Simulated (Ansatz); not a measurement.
**C₂H₄BrNSi: one species, many methods**

An exercise on one series of results from a longer session: the logs are not shown, and one member is left open.

Method: functionals in def2-TZVPP, the program's frozen cores in correlated methods; program: Ansatz 0.2.0, Gaussian basis.

Plan: PBE-D4, r2SCAN-D4, PBE0-D4, B3LYP-D4, ωB97X-V, ωB97M-V, B2PLYP; CCSD(T)/def2-TZVPP; MP2/def2-QZVPP; extrapolation to the limit.

### The relaxed structure

The geometry comes from an earlier relaxation with PBE0-D4 in a triple-zeta def2 set; it is a stationary point, not always the lowest conformer.

SMILES `Br[SiH2]C1=CN1`, 9 atoms, charge 0, spin multiplicity 1.

Atoms are counted from 1 here; the program's logs count them from 0.

Bond lengths: Br1–Si2 2.223 Å, Si2–C3 1.816 Å, Si2–H6 1.479 Å, Si2–H7 1.479 Å, C3–C4 1.281 Å, C3–N5 1.555 Å, C4–N5 1.451 Å, C4–H8 1.077 Å, N5–H9 1.024 Å. Angles: Br1–Si2–C3 108.4°, Br1–Si2–H6 107.3°, Br1–Si2–H7 108.6°, C3–Si2–H6 110.6°, C3–Si2–H7 109.6°, H6–Si2–H7 112.1°, Si2–C3–C4 160.5°, Si2–C3–N5 138.6°, C4–C3–N5 60.6°, C3–C4–N5 69.1°, C3–C4–H8 152.9°, N5–C4–H8 137.9°, C3–N5–C4 50.3°, C3–N5–H9 107.6°, C4–N5–H9 108.2°.

Coordinates:

```xyz
9

Br   -2.62380    0.99281   -0.61951
Si   -0.95608    0.71406    0.82334
C     0.35989   -0.23289    0.00459
C     1.19698   -1.16982   -0.24505
N     1.42412   -0.02735   -1.11091
H    -0.47227    2.05911    1.20114
H    -1.46116   -0.04295    1.98920
H     1.65050   -2.12674   -0.04972
H     0.97042   -0.21254   -2.01018
```

The first run:

in.yaml

```yaml
crystal:
  periodic: [false, false, false]
  atoms:
    - {symbol: Br, position_ang: [-2.623799, 0.992807, -0.619511]}
    - {symbol: Si, position_ang: [-0.956082, 0.714060, 0.823340]}
    - {symbol: C, position_ang: [0.359888, -0.232888, 0.004591]}
    - {symbol: C, position_ang: [1.196984, -1.169821, -0.245052]}
    - {symbol: N, position_ang: [1.424124, -0.027350, -1.110914]}
    - {symbol: H, position_ang: [-0.472273, 2.059115, 1.201141]}
    - {symbol: H, position_ang: [-1.461163, -0.042953, 1.989205]}
    - {symbol: H, position_ang: [1.650502, -2.126736, -0.049717]}
    - {symbol: H, position_ang: [0.970419, -0.212535, -2.010183]}
basis:
  gaussian: {orbitals: def2-TZVPP}
hamiltonian: {xc: pbe, dispersion: d4}
output: {forces: true, orbitals: {seedname: orbitals}}
```

The run is started by

```
$ ansatz run in.yaml --threads 4 --pin off --events-out ev --progress --plain --max-ram 10444MiB
```

Among the steps run: PBE-D4 (GGA); r2SCAN-D4 (meta-GGA); PBE0-D4 (hybrid); B3LYP-D4 (hybrid); ωB97X-V (range-separated); ωB97M-V (range-separated); B2PLYP (double hybrid); CCSD(T) in def2-TZVPP; MP2 in def2-QZVPP.

One table of the session follows, with a row left open; its other results are not shown here.

| method | atomisation energy (kJ/mol) |
| --- | --- |
| PBE-D4 | 3268.4 |
| r2SCAN-D4 | 3168.4 |
| PBE0-D4 | 3182.9 |
| B3LYP-D4 | 3154.7 |
| ωB97X-V | 3172.9 |
| ωB97M-V | 3166.2 |
| B2PLYP | 3117.8 |
| HF/def2-TZVPP | 2125.3 |
| MP2/def2-TZVPP | 3130.3 |
| CCSD/def2-TZVPP | 2977.4 |
| CCSD(T)/def2-TZVPP | 3048.5 |
| MP2/CBS | 3242.9 |
| CCSD(T)/CBS | ? |

Q: Estimate the row for CCSD(T)/CBS from the others.

The run gave: atomisation energy (kJ/mol): 3161.1. In the column «atomisation energy (kJ/mol)» it lies between B3LYP-D4 (3154.7) and ωB97M-V (3166.2).
